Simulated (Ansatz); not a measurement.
Wanted: the native input for an Ansatz 0.2.0 run.

```
Task                  : relaxation of cell and atoms
Functional            : r2SCAN
Potentials or basis   : Ansatz PAW
Cutoff                : 500 eV (not typed: the program's choice for these potentials)
k mesh                : 10 × 10 × 10
Occupations           : fermi-dirac, width 0.05 eV
Spin                  : no spin polarisation
Target pressure       : 20 GPa
Target pressure (GPa) : 20
```

Crystal: SBr3.

```xyz
4
Lattice="-1.9415 1.9415 8.1206 1.9415 -1.9415 8.1206 1.9415 1.9415 -8.1206" Properties=species:S:1:pos:R:3 pbc="T T T"
Br    0.0000    0.0000    8.1206
Br    1.9415    0.0000    4.0603
Br    0.0000    1.9415    4.0603
S     0.0000    0.0000    0.0000
```

The cell comes from a database or a generator and needn't be the stable form of this composition.

The input as run:

input.yaml

```yaml
crystal:
  lattice:
    - [-1.941519, 1.941519, 8.12064]
    - [1.941519, -1.941519, 8.12064]
    - [1.941519, 1.941519, -8.12064]
  atoms:
    - { symbol: Br, position: [0.5, 0.5, 0.0] }
    - { symbol: Br, position: [0.25, 0.75, 0.5] }
    - { symbol: Br, position: [0.75, 0.25, 0.5] }
    - { symbol: S, position: [0.0, 0.0, 0.0] }
hamiltonian:
  xc: r2scan
  pseudopotentials: { kind: paw }
kpoints:
  mp_grid: { grid: [10, 10, 10] }
scf:
  occupations: { method: fermi_dirac, width: 0.05 }
output:
  forces: true
  stress: true
  eigenvalues: true
  write_density: true
  write_potential: true
  elf: true
  volumetric_format: npy
relax:
  f_tol: 0.01
  max_steps: 40
  cell: { stress_tol: 0.05, p_target: 20.0 }
```

Potentials or basis: Ansatz PAW.

Run with:

```console
$ ansatz run input.yaml --threads 2 --pin off --max-ram 5632MiB --backend cpu --events-out ev --progress --plain --runs-dir out
```

Results of the run:

```json
{"Relaxed volume": "18.85 Å³/atom", "Relaxed cell": "a = 6.233 Å, b = 6.233 Å, c = 6.233 Å, α = 145.99°, β = 145.99°, γ = 48.86°", "Space group after relaxing (to 0.05 Å)": "I4/mmm (No. 139)", "Energy change on relaxing (the enthalpy is what falls)": "+330.0 meV/atom", "Ionic steps": "9", "Pressure after relaxing": "20.0 GPa", "Band gap on the k mesh": "none (metal or under the smearing width)"}
```

Caveat: the volume moved by over 15 % at a fixed basis, so the end points are rough; the plane-wave basis is chosen anew once the cell has moved, so the energies of steps on either side of that aren't comparable; an odd number of electrons without spin polarisation forces a metal; a magnetic or distorted state may lie lower; the PAW data sets come from PBE, with cores solved anew for the run's functional, which leaves a small shift of forces and pressure.

Wall time 2.4 min on 2 threads of Arm Neoverse V2 (shared host), peak memory 0.93 GiB.
